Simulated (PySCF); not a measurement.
# A diatomic session: CdSn

One job finds the state of CdSn, follows it along the bond with each method and fits the curves.

Computed with PySCF 2.14.0. Level: Cd def2-SVP with ECP28, Sn def2-SVP with ECP28, scalar-relativistic core potentials.

## 1. The job

The job is set up so:

- atoms: Cd, Sn
- charge: 0
- basis: Cd def2-SVP with ECP28, Sn def2-SVP with ECP28
- Hamiltonian: scalar-relativistic core potentials
- basis functions: 57
- electrons treated: 42
- masses in u: 113.9034, 119.9022
- levels: PBE0, PBE, r²SCAN, r²SCANh, BP86, TPSSh, LC-ωPBE, HF, MP2, SCS-MP2
- grid: 80 radial by 434 angular points
- occupations: held fixed by the projection of orbital angular momentum
- dissociation limit: Cd + Sn, each in its ground configuration
- starting distance in angstrom: 2.750
- values of 2S to try: 0, 2

Started as:

```bash
OMP_NUM_THREADS=1 python dia.py task.json out
```

Further steps of the session: PBE0 along the bond; Higher solutions at PBE0; PBE; r²SCAN; r²SCANh; BP86; TPSSh; LC-ωPBE; ROHF (mean field).

Before running it: what results should come out? Wanted: for each run, Re; ωe; De; μ.

The runs gave:

Lowest PBE0 solution found, without spin–orbit coupling: ³Σ⁻ (triplet), unpaired electrons π ↑↑. State 2 has its PBE0 minimum 0.27 eV higher, as a spin-mixed determinant (⟨S²⟩ = 1.01), so this is no gap between pure states. State 3 has its PBE0 minimum 0.47 eV higher. State 4 has its PBE0 minimum 0.68 eV higher, as a spin-mixed determinant (⟨S²⟩ = 1.01), so this is no gap between pure states. The other levels ran on the lowest alone.

| level | Re (Å) | ωe (cm⁻¹) | De (eV) | μ (D) |
| --- | --- | --- | --- | --- |
| ROHF | 3.230 | 52.4 | 0.092 | -2.18 |
| ROHF-MP2 | 2.826 | 120.2 | 0.52 | n/a |
| ROHF-SCS-MP2 | 2.887 | 105.5 | 0.390 | n/a |
| PBE | 2.828 | 124.0 | 0.68 | -1.82 |
| BP86 | 2.826 | 123.5 | 0.64 | -1.78 |
| r²SCAN | 2.783 | 132.6 | 0.72 | -2.17 |
| TPSSh | 2.815 | 125.4 | 0.65 | -2.25 |
| r²SCANh | 2.791 | 130.5 | 0.68 | -2.26 |
| PBE0 | 2.834 | 121.1 | 0.61 | -2.22 |
| LC-ωPBE | 2.838 | 114.2 | 0.467 | -2.66 |

De is counted to Cd + Sn in their ground configurations. A positive dipole means Cd(−)Sn(+).

The methods spread over 0.447 Å in bond length, from r²SCAN to ROHF. Among the levels with a De in the table, it runs from 0.092 eV (ROHF) to 0.72 eV (r²SCAN).

Correlated steps freeze 4 core orbitals. These are scalar-relativistic numbers at best; spin–orbit coupling would shift them, the dissociation energy most.
